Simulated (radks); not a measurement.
**Polarisabilities and dispersion coefficients of Mg, Al⁺, Si²⁺ and others**

Aim: static dipole polarisabilities and C6 coefficients, each species in its NIST ground configuration. After each ground state the linear response is solved; its values go to the run's result record, not to the log. Response by self-consistent Sternheimer equations with the Hartree and adiabatic exchange-only LDA kernel.

The numbers are computed with radks (a radial shooting solver on a logarithmic mesh, Libxc functionals) version 1 (non-relativistic Kohn-Sham, exchange-only LDA, spin-polarised, spherical densities, point nucleus), except any that are marked as measured or tabulated.

### 1 Starting point

```
species : Mg ([Ne] 3s2), Al⁺ ([Ne] 3s2), Si²⁺ ([Ne] 3s2), P³⁺ ([Ne] 3s2), S⁴⁺ ([Ne] 3s2), Cl⁵⁺ ([Ne] 3s2), Ar⁶⁺ ([Ne] 3s2), K⁷⁺ ([Ne] 3s2), Ca⁸⁺ ([Ne] 3s2)
```

### 2 Mg, [Ne] 3s2

The run's settings:

```text
Z 12
configuration [Ne] 3s2
relativity non-relativistic
functional lda,
spin polarised
nucleus point
response adiabatic LDA kernel
```

### 3 Al⁺, [Ne] 3s2

Input: that of step 2 with these lines changed.

```diff
@@ -1,2 +1,2 @@
-Z 12
+Z 13
 configuration [Ne] 3s2
```

### 4 Si²⁺, [Ne] 3s2

Input: that of step 3 with these lines changed.

```diff
@@ -1,2 +1,2 @@
-Z 13
+Z 14
 configuration [Ne] 3s2
```

### 5 P³⁺, [Ne] 3s2

Input: that of step 4 with these lines changed.

```diff
@@ -1,2 +1,2 @@
-Z 14
+Z 15
 configuration [Ne] 3s2
```

### 6 S⁴⁺, [Ne] 3s2

Input: that of step 5 with these lines changed.

```diff
@@ -1,2 +1,2 @@
-Z 15
+Z 16
 configuration [Ne] 3s2
```

### 7 Cl⁵⁺, [Ne] 3s2

Input: that of step 6 with these lines changed.

```diff
@@ -1,2 +1,2 @@
-Z 16
+Z 17
 configuration [Ne] 3s2
```

### 8 Ar⁶⁺, [Ne] 3s2

Input: that of step 7 with these lines changed.

```diff
@@ -1,2 +1,2 @@
-Z 17
+Z 18
 configuration [Ne] 3s2
```

### 9 K⁷⁺, [Ne] 3s2

Input: that of step 8 with these lines changed.

```diff
@@ -1,2 +1,2 @@
-Z 18
+Z 19
 configuration [Ne] 3s2
```

### 10 Ca⁸⁺, [Ne] 3s2

Input: that of step 9 with these lines changed.

```diff
@@ -1,2 +1,2 @@
-Z 19
+Z 20
 configuration [Ne] 3s2
```

What does the calculation give? Wanted: for each run, species; −ε(HOMO); α; α uncoupled; C6; C8; recommended α.

The runs gave:

```csv
species,−ε(HOMO) (eV),α (bohr³),α uncoupled (bohr³),C6 (hartree bohr⁶),C8 (hartree bohr⁸),recommended α (bohr³)
Mg,3.868,77.81,137.7,703.3,55390,71.2
Al⁺,13.757,24.09,42.61,121.7,4210,-
Si²⁺,27.315,11.42,19.95,38.79,797.2,-
P³⁺,44.233,6.504,11.23,16.17,224.3,-
S⁴⁺,64.378,4.116,7.032,7.877,79.33,-
Cl⁵⁺,87.683,2.791,4.728,4.258,32.64,-
Ar⁶⁺,114.11,1.989,3.344,2.481,14.98,-
K⁷⁺,143.63,1.472,2.459,1.531,7.466,-
Ca⁸⁺,176.23,1.122,1.864,0.9890,3.975,-
```

In words: Uncoupled leaves out the potential induced by the response; C6 and C8 are for like pairs. Mg is the most polarisable and Ca⁸⁺ the least, a factor 69.3 apart. For the pair Mg–Ca⁸⁺ the Casimir-Polder integral gives C6 = 18.13, the rule 2·Ca·Cb/(Ca·αb/αa + Cb·αa/αb) on the like-pair values 17.67. Against the recommended values (Schwerdtfeger and Nagle, 2023 table) the misses are Mg +9 %. C8 is given only where no p, d or f shell is open.
